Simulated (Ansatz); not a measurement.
# RbReB2: what a guessed cell relaxes into

Aim: relax a trial structure of RbReB2 and see where it ends.

Computed with Ansatz 0.2.0 (DFT PBE, scalar-relativistic, plane waves, PAW, unless a step's input says otherwise).

## 1. Starting point

The structure is tetragonal, space group P4mm (No. 99). The conventional cell has a = 4.060 Å, b = 4.060 Å, c = 4.985 Å, α = 90.00°, β = 90.00°, γ = 90.00°. Rb (site symmetry 4mm) has 2 Re at 2.36 to 2.62 Å as nearest neighbours. Re (site symmetry 4mm) has 4 B at 2.15 Å and 1 Rb at 2.36 Å as nearest neighbours. Around B (site symmetry 2mm) lie 2 Re at 2.15 Å.

Structure file:

```cif
data_structure
_symmetry_space_group_name_H-M 'P 1'
_symmetry_Int_Tables_number 1
_cell_length_a 4.0598
_cell_length_b 4.0598
_cell_length_c 4.9849
_cell_angle_alpha 90.000
_cell_angle_beta 90.000
_cell_angle_gamma 90.000
_cell_volume 82.16
loop_
_atom_site_label
_atom_site_type_symbol
_atom_site_fract_x
_atom_site_fract_y
_atom_site_fract_z
_atom_site_occupancy
Rb1 Rb 0.00000 0.00000 0.46621 1
Re1 Re 0.00000 0.00000 0.99268 1
B1 B 0.00000 0.50000 0.84961 1
B2 B 0.50000 0.00000 0.84961 1
```

Recipe of the guess: random cell by space group and Wyckoff sites (P4mm, No. 99). Lengths come from tabulated atomic sizes and are only a guess.

## 2. The guess as it stands, on a coarse mesh

Contents of input.yaml:

```yaml
crystal:
  lattice:
    - [4.05981344, 0.0, 0.0]
    - [0.0, 4.05981344, 0.0]
    - [0.0, 0.0, 4.98494615]
  atoms:
    - { symbol: Rb, position: [0.0, 0.0, 0.46620928] }
    - { symbol: Re, position: [0.0, 0.0, 0.99267941] }
    - { symbol: B, position: [0.0, 0.5, 0.84960696] }
    - { symbol: B, position: [0.5, 0.0, 0.84960696] }
basis:
  ecutwfc: 420
kpoints:
  mp_grid: { grid: [4, 4, 4] }
hamiltonian:
  xc: pbe
scf:
  occupations: { method: gaussian, width: 0.1 }
  lower_state_search: "off"
output:
  forces: true
  stress: true
  eigenvalues: true
```

The run is started by

```console
$ ansatz run input.yaml --threads 1 --pin off --max-ram 2560MiB --backend cpu --events-out ev --progress --plain --runs-dir out
```

The session goes on with these runs: rough relaxation on the coarse mesh; spin check on a coarse mesh; relaxation on the finer mesh.

Q: Predict the outcome of this session. Wanted: conventional cell; volume; energy over the elements; gap on the mesh.

**Answer**, as computed:

```
                              quantity                                                                      value
symmetry at the end (tolerance 0.05 Å)                                                  space group P4mm (No. 99)
                     conventional cell  a = 3.794 Å, b = 3.794 Å, c = 7.089 Å, α = 90.00°, β = 90.00°, γ = 90.00°
                                volume                                                              25.51 Å³/atom
              energy over the elements                                                              +1.02 eV/atom
                       gap on the mesh                                                               none (metal)
```

In words: The space group P4mm (No. 99) is kept, and the volume per atom grows by 24.2 % from the first guess. With a positive formation energy it can't be a ground state. No finished test with a distortion of lower symmetry is shown, so the end may be a saddle point. Spin-orbit coupling is left out for Re. Other magnetic orders were not searched.
